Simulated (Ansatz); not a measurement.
# Re (hcp type): how the settings move a single-point run

Question: which choices in the input matter for Re (hcp type)?

Computed with Ansatz 0.2.0 (reference: DFT, r2SCAN, PAW with Ansatz's default frozen-core files, scalar-relativistic, unless a step's input says otherwise).

4 further runs of the same task are left out: 4 that didn't finish.

### 1 The system as given

Symmetry: C2/m, No. 12, monoclinic system. Conventional cell: a = 4.803 Å, b = 2.773 Å, c = 4.492 Å, α = 90.00°, β = 90.00°, γ = 90.00°. Around Re (site symmetry m) lie 1 Re at 1.60 Å.

Coordinates:

```
Re
1.0
     2.77283    0.00000    0.00000
    -1.38642    2.40134    0.00000
     0.00000    0.00000    4.49199
Re
2
Direct
  0.19333 0.59667 0.14500
  0.80667 0.40333 0.85500
```

### 2 Reference

File input.yaml:

```yaml
crystal:
  lattice:
    - [2.7728322014, 0.0, 0.0]
    - [-1.3864161007, 2.4013431268, 0.0]
    - [0.0, 0.0, 4.4919881662]
  atoms:
    - { symbol: Re, position: [0.1933333333, 0.5966666667, 0.145] }
    - { symbol: Re, position: [0.8066666667, 0.4033333333, 0.855] }
kpoints:
  mp_grid: { grid: [12, 12, 7] }
scf:
  occupations: { method: fermi_dirac, width: 0.05 }
hamiltonian:
  xc: r2scan
  pseudopotentials: { kind: paw }
output:
  forces: true
  stress: true
  eigenvalues: true
  efg: { contact_densities: true }
  populations: true
```

Command:

```console
> ansatz run input.yaml --threads 1 --pin off --max-ram 2048MiB --backend cpu --events-out ev --progress --plain --runs-dir out
```

### 3 Changed: mp_grid.grid [6, 6, 4]

input.yaml: that of step 2 with these lines changed.

```diff
@@ -9,3 +9,3 @@
 kpoints:
-  mp_grid: { grid: [12, 12, 7] }
+  mp_grid: { grid: [6, 6, 4] }
 scf:
```

### 4 Variant: scf.algorithm direct_min, accuracy low

input.yaml: that of step 2 with these lines changed.

```diff
@@ -12,2 +12,3 @@
   occupations: { method: fermi_dirac, width: 0.05 }
+  algorithm: direct_min
 hamiltonian:
@@ -21 +22,2 @@
   populations: true
+accuracy: low
```

Before running it: what results should come out? Wanted: for each run, ending; energy change; pressure; gap; force.

As calculated:

| run | ending | energy change | pressure (GPa) | gap (eV) | force (eV/Å) | cycles | time |
| --- | --- | --- | --- | --- | --- | --- | --- |
| reference | converged | 0 | 311.8 | 0.00 | 84.18 | 8 | 24 s |
| 1: mp_grid.grid [6, 6, 4] | converged | -4.8 meV/atom | 311.7 | 0.00 | 83.75 | 8 | 6.2 s |
| 2: scf.algorithm direct_min, accuracy low | converged | 0.0 meV/atom | 311.8 | 0.00 | 84.18 | 6 | 68 s |

Residual by cycle in the longest SCF loop of each run; runs are numbered as in the table. The quantity is the density residual dr2, in eV.

| cycle | reference | run 1 | run 2 |
| --- | --- | --- | --- |
| 1 | 0.594 | 0.584 | 0.599 |
| 2 | 0.172 | 0.17 | 0.139 |
| 3 | 0.0217 | 0.0252 | 0.00216 |
| 4 | 0.00517 | 0.00435 | 1.3e-5 |
| 5 | 4.2e-4 | 2.2e-4 | 1.7e-7 |
| 6 | 3.0e-5 | 1.3e-5 | 7.3e-9 |
| 7 | 5.8e-7 | 2.3e-7 | - |
| 8 | 9.2e-9 | 8.7e-9 | - |

**Reading.** Of the converged runs whose energies compare with the reference's, «mp_grid.grid [6, 6, 4]» moves the energy most (-4.8 meV/atom) and «scf.algorithm direct_min, accuracy low» least (0.0 meV/atom). Of the variants the dearest is «scf.algorithm direct_min, accuracy low» (68 s), the cheapest «mp_grid.grid [6, 6, 4]» (6.2 s), on a shared host. The structure is not at rest: the sound run finds 312 GPa, so these are no properties of the relaxed crystal. 
